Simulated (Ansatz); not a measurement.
# AsH3 (SMILES [H][As]([H])[H]): levels of theory compared

Wanted: a comparison of 6 runs (UHF/STO-3G, BHLYP/STO-3G, BLYP/STO-3G, CAM-B3LYP/STO-3G, CCSD/STO-3G, CCSD(T)/STO-3G) of AsH3. 

The calculation is run with Ansatz 0.2.0.

32 further runs of the same task are left out: 2 that didn't finish, 30 set aside as unsound or not needed.

## 1. The system as given

The species is AsH3 (4 atoms), meant as a singlet with charge 0. SMILES: `[H][As]([H])[H]`. The H2–As1 distance was set to 2.992 Å, away from the relaxed value. At this shape a bond of the SMILES string is far longer than usual.

Bond lengths: As1–H3 1.496 Å, As1–H4 1.496 Å. Angles: H3–As1–H4 89.1°.

## 2. The energy at UHF/STO-3G (run 1)

File input.yaml:

```yaml
crystal:
  periodic: [false, false, false]
  atoms:
    - {symbol: As, position_ang: [-1.225257, 0.040780, 1.519888]}
    - {symbol: H, position_ang: [1.216520, -0.029700, -0.207950]}
    - {symbol: H, position_ang: [-1.803667, 1.096320, 0.631578]}
    - {symbol: H, position_ang: [-1.850257, -1.001690, 0.648238]}
basis:
  gaussian:
    orbitals: STO-3G
magnetization:
  spin_polarized: true
hamiltonian:
  xc: hf
accuracy: high
```

The run is started by

```bash
$ ansatz run input.yaml --threads 1 --pin off --max-ram 2610MiB --events-out events.jsonl --progress --plain --runs-dir runs
```

Output:

```text
Warning: RAYON_NUM_THREADS=1 ignored (pool sized by the plan → 1); use --threads N
Functional definition: HF
  name "HF"
  exchange = exact_x
  correlation = 0
255 factors; integrals over basis functions are off by at most 1.0e-8 eV
mean field evaluation 1: about -60155.1699 eV, gradient 8.4e0 eV
mean field evaluation 2: about -60155.1779 eV, gradient 8.3e0 eV
mean field evaluation 4: about -60157.0448 eV, gradient 1.0e0 eV
mean field evaluation 8: about -60157.0618 eV, gradient 2.7e-7 eV
mean field evaluation 16: about -60161.1241 eV, gradient 1.9e-2 eV
mean field evaluation 32: about -60161.1144 eV, gradient 1.7e-5 eV
mean field -60161.11440514 eV, -2210.8801757208 hartree, gradient 2.6e-8 eV, S^2 0.981938; 2 other end points of the search recorded, 0 dependent functions left out
reference -60161.11440514 eV, -2210.8801757208 hartree; 18, 18 occupied and 3, 3 virtual orbitals, 255 factors
Total energy: -60161.11440514 eV, -2210.8801757208 hartree
```

Wall time 0.2 s (1 thread of Arm Neoverse V1, shared host).

## 3. The energy at BHLYP/STO-3G (run 2)

File run.yaml:

```yaml
crystal:
  periodic: [false, false, false]
  atoms:
    - {symbol: As, position_ang: [-1.225257, 0.040780, 1.519888]}
    - {symbol: H, position_ang: [1.216520, -0.029700, -0.207950]}
    - {symbol: H, position_ang: [-1.803667, 1.096320, 0.631578]}
    - {symbol: H, position_ang: [-1.850257, -1.001690, 0.648238]}
basis:
  gaussian:
    orbitals: STO-3G
hamiltonian:
  xc: {name: BHLYP}
accuracy: high
```

The run is started by

```bash
$ ansatz run run.yaml --threads 1 --pin off --max-ram 2610MiB --events-out events.jsonl --progress --plain --runs-dir runs
```

Output:

```text
Warning: RAYON_NUM_THREADS=1 ignored (pool sized by the plan → 1); use --threads N
Functional definition: BHLYP
  name "BHLYP"
  parameter a = 0.5
  exchange = (1 - a)*b88_x + a*exact_x
  correlation = lyp_c
255 factors; integrals over basis functions are off by at most 1.0e-8 eV
mean field evaluation 1: about -60194.3827 eV, gradient 1.7e1 eV
mean field evaluation 2: about -60189.1325 eV, gradient 2.0e1 eV
mean field evaluation 4: about -60196.3635 eV, gradient 1.2e1 eV
mean field evaluation 8: about -60197.0244 eV, gradient 9.1e0 eV
mean field -60197.60681079 eV, -2212.2212468932 hartree, gradient 6.4e-9 eV, S^2 0.000000; 0 other end points of the search recorded, 0 dependent functions left out
reference -60197.60682826 eV, -2212.2212475350 hartree; 18, 18 occupied and 3, 3 virtual orbitals, 255 factors
Total energy: -60197.60682826 eV, -2212.2212475350 hartree
```

Run time: 0.84 s. Hardware: 1 thread of Arm Neoverse V1, shared host.

Runs 3 to 5 aren't shown in full; the table further down has their settings and results.

## 4. A single-point energy at CCSD(T)/STO-3G (run 6)

Changes to run.yaml since step 3:

```diff
@@ -10,4 +10,7 @@
     orbitals: STO-3G
-hamiltonian:
-  xc: {name: BHLYP}
+scf:
+  omitted_lower_state_checks: [cluster_reference, increment]
 accuracy: high
+correlation:
+  method: ccsd_t
+  frozen_orbitals: {As: 9, H: 0}
```

The run is started by

```bash
$ ansatz run run.yaml --threads 1 --pin off --max-ram 2610MiB --events-out events.jsonl --progress --plain --runs-dir runs
```

Output:

```text
Warning: RAYON_NUM_THREADS=1 ignored (pool sized by the plan → 1); use --threads N
[... 11 lines left out ...]
9 core orbitals not correlated: weight in the atoms' cores, before any rotation towards them, 1.000 or more for the frozen orbitals, at most 0.000 for the correlated occupied ones
[... 30 lines left out ...]
WARN: these amplitudes may be one of several solutions (largest doubles amplitude 0.73, level shift 9.86 eV)
Total energy: -60162.36022914 eV, -2210.9259589083 hartree
Checks for a lower state left out: cluster_reference, increment
```

Run time: 0.16 s. Hardware: 1 thread of Arm Neoverse V1, shared host.

## 5. All runs side by side

```tsv
run	level	frozen core orbitals	energy (Eh)	wall time
1	UHF/STO-3G	–	-2210.880176	0.2 s
2	BHLYP/STO-3G	–	-2212.221248	0.84 s
3	BLYP/STO-3G	–	-2212.069896	0.87 s
4	CAM-B3LYP/STO-3G	–	-2212.194070	1 s
5	CCSD/STO-3G	9	-2210.925628	0.16 s
6	CCSD(T)/STO-3G	9	-2210.925959	0.16 s
```

## 6. Outcome

```
                                          quantity           value
                               run 6: total energy  -2210.92596 Eh
run 6: correlation energy (9 core orbitals frozen)      -194.7 mEh
                             run 6: (T) correction       -0.33 mEh
                              run 6: T1 diagnostic           0.021
```

**Reading.** Below the UHF energy at the same shape and in the same basis (STO-3G): CCSD -45.5 mEh; CCSD(T) -45.8 mEh. Some of these start from another determinant than that one, so these aren't their correlation energies. Totals of different functionals can't be ranked against each other. In runs 5, 6 the log says that unrestricted orbitals would lower the reference, so the values rest on an unstable closed-shell determinant (other closed-shell runs at this shape may share the fault). In runs 1, 2, 3, 4, 5, 6 the basis is minimal, so the values are rough. In runs 2, 3, 4, 5, 6 a closed-shell determinant meets a far-stretched bond, which it describes badly. Spin contamination of the reference: run 1 ⟨S²⟩ = 0.98. Where it is this large, the reference is a mixture of spin states, and values that rest on it are in doubt. All runs together took 3.2 s, the longest 1 s.
